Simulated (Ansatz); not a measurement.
**CH₇BSn: small, medium and large basis sets**

An exercise on one series of results from a longer session: the logs are not shown, and one member is left open.

The runs use Ansatz 0.2.0, Gaussian basis; one geometry, several basis sets.

The runs, in order: PBE0-D4/def2-SVP; ωB97M-V/def2-SVP; PBE0-D4/def2-QZVPP; ωB97M-V/def2-QZVPP; the functionals' def2-TZVPP values are taken from earlier runs.

## The geometry

An earlier PBE0-D4 in a triple-zeta def2 set relaxation fixed the geometry. Sn takes the def2 core potential; no spin-orbit term is included.

SMILES `[BH2][SnH2][CH3]`, 10 atoms, charge 0, spin multiplicity 1.

Atoms are counted from 1 here; the program's logs count them from 0.

Bond lengths: B1–Sn2 2.247 Å, B1–H4 1.195 Å, B1–H5 1.195 Å, Sn2–C3 2.146 Å, Sn2–H6 1.716 Å, Sn2–H7 1.717 Å, C3–H8 1.090 Å, C3–H9 1.090 Å, C3–H10 1.090 Å. Angles: Sn2–B1–H4 121.7°, Sn2–B1–H5 120.4°, H4–B1–H5 117.9°, B1–Sn2–C3 113.9°, B1–Sn2–H6 110.3°, B1–Sn2–H7 109.4°, C3–Sn2–H6 108.4°, C3–Sn2–H7 108.3°, H6–Sn2–H7 106.3°, Sn2–C3–H8 110.0°, Sn2–C3–H9 109.9°, Sn2–C3–H10 110.3°, H8–C3–H9 108.8°, H8–C3–H10 108.9°, H9–C3–H10 108.9°.

The first run:

Contents of in.yaml:

```yaml
crystal:
  periodic: [false, false, false]
  atoms:
    - {symbol: B, position_ang: [-1.458931, 0.510162, -1.390056]}
    - {symbol: Sn, position_ang: [0.374172, 0.667925, -0.099393]}
    - {symbol: C, position_ang: [0.721651, -1.055515, 1.131373]}
    - {symbol: H, position_ang: [-2.120915, -0.484598, -1.422163]}
    - {symbol: H, position_ang: [-1.797397, 1.429016, -2.074550]}
    - {symbol: H, position_ang: [0.269578, 2.047060, 0.916445]}
    - {symbol: H, position_ang: [1.753256, 0.905792, -1.093783]}
    - {symbol: H, position_ang: [-0.119143, -1.205376, 1.809189]}
    - {symbol: H, position_ang: [0.830969, -1.942403, 0.506603]}
    - {symbol: H, position_ang: [1.629859, -0.923263, 1.719337]}
basis:
  gaussian: {orbitals: def2-SVP}
hamiltonian: {xc: pbe0, dispersion: d4}
output: {orbitals: {seedname: orbitals}}
```

The run is started by

```bash
> ansatz run in.yaml --threads 2 --pin off --events-out ev --progress --plain --max-ram 4352MiB
```

Among the steps run: PBE0-D4 in def2-SVP; ωB97M-V in def2-SVP; PBE0-D4 in def2-QZVPP; ωB97M-V in def2-QZVPP.

One of the session's tables, all rows but one given; the rest of the session is left out.

It belongs to the step «Functionals by basis». 

| functional | basis | HOMO (eV) | LUMO (eV) |
| --- | --- | --- | --- |
| PBE0-D4 | def2-SVP | -7.69 | -2.36 |
| PBE0-D4 | def2-TZVPP | -7.71 | -2.44 |
| PBE0-D4 | def2-QZVPP | ? | ? |
| ωB97M-V | def2-SVP | -9.78 | -0.32 |
| ωB97M-V | def2-TZVPP | -9.84 | -0.51 |
| ωB97M-V | def2-QZVPP | -9.84 | -0.55 |

Estimate the missing values for PBE0-D4, def2-QZVPP.

**Answer.** HOMO (eV): -7.72; LUMO (eV): -2.45. In the column «HOMO (eV)» it lies between ωB97M-V, def2-SVP (-9.78) and PBE0-D4, def2-TZVPP (-7.71).
